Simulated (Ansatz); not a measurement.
# Mo3As: the cost of one run

Program: Ansatz 0.2.0. Level of theory: DFT PBE, scalar-relativistic, plane waves, PAW. These are calculated values, not measurements.

1 further run of the same task is left out (it didn't finish).

### 1 The structure to begin with

Symmetry: P-6m2, No. 187, hexagonal system. Conventional cell: a = 3.961 Å, b = 3.961 Å, c = 5.473 Å, α = 90.00°, β = 90.00°, γ = 120.00°. Around Mo (site symmetry 3m) lie 1 As at 1.68 Å. Around Mo (site symmetry -6m2) lie 6 Mo at 2.52 Å. Around As (site symmetry -6m2) lie 2 Mo at 1.68 Å.

Structure file:

```
CELL_PARAMETERS angstrom
3.96120 0.00000 0.00000
-1.98060 3.43050 0.00000
0.00000 0.00000 5.47332
ATOMIC_POSITIONS crystal
Mo 0.66667 0.33333 0.80632
Mo 0.66667 0.33333 0.19368
Mo 0.33333 0.66667 0.00000
As 0.66667 0.33333 0.50000
```

The cell is invented: random cell by space group and Wyckoff sites (P-6m2, No. 187). The dimensions are guesses.

### 2 A first look at the guess

File input.yaml:

```yaml
crystal:
  lattice:
    - [3.96119967, 0.0, 0.0]
    - [-1.98059983, 3.43049954, 0.0]
    - [0.0, 0.0, 5.47331791]
  atoms:
    - { symbol: Mo, position: [0.66666667, 0.33333333, 0.80631532] }
    - { symbol: Mo, position: [0.66666667, 0.33333333, 0.19368468] }
    - { symbol: Mo, position: [0.33333333, 0.66666667, 0.0] }
    - { symbol: As, position: [0.66666667, 0.33333333, 0.5] }
basis:
  ecutwfc: 420
kpoints:
  mp_grid: { grid: [6, 6, 4] }
hamiltonian:
  xc: pbe
scf:
  occupations: { method: gaussian, width: 0.1 }
  lower_state_search: "off"
output:
  forces: true
  stress: true
  eigenvalues: true
```

Command:

```console
$ ansatz run input.yaml --threads 1 --pin off --max-ram 2560MiB --backend cpu --events-out ev --progress --plain --runs-dir out
```

Q: Estimate wall time and peak memory on 1 thread of Arm Neoverse V1, shared host.

About 5.4 s, with a peak of 0.32 GiB.
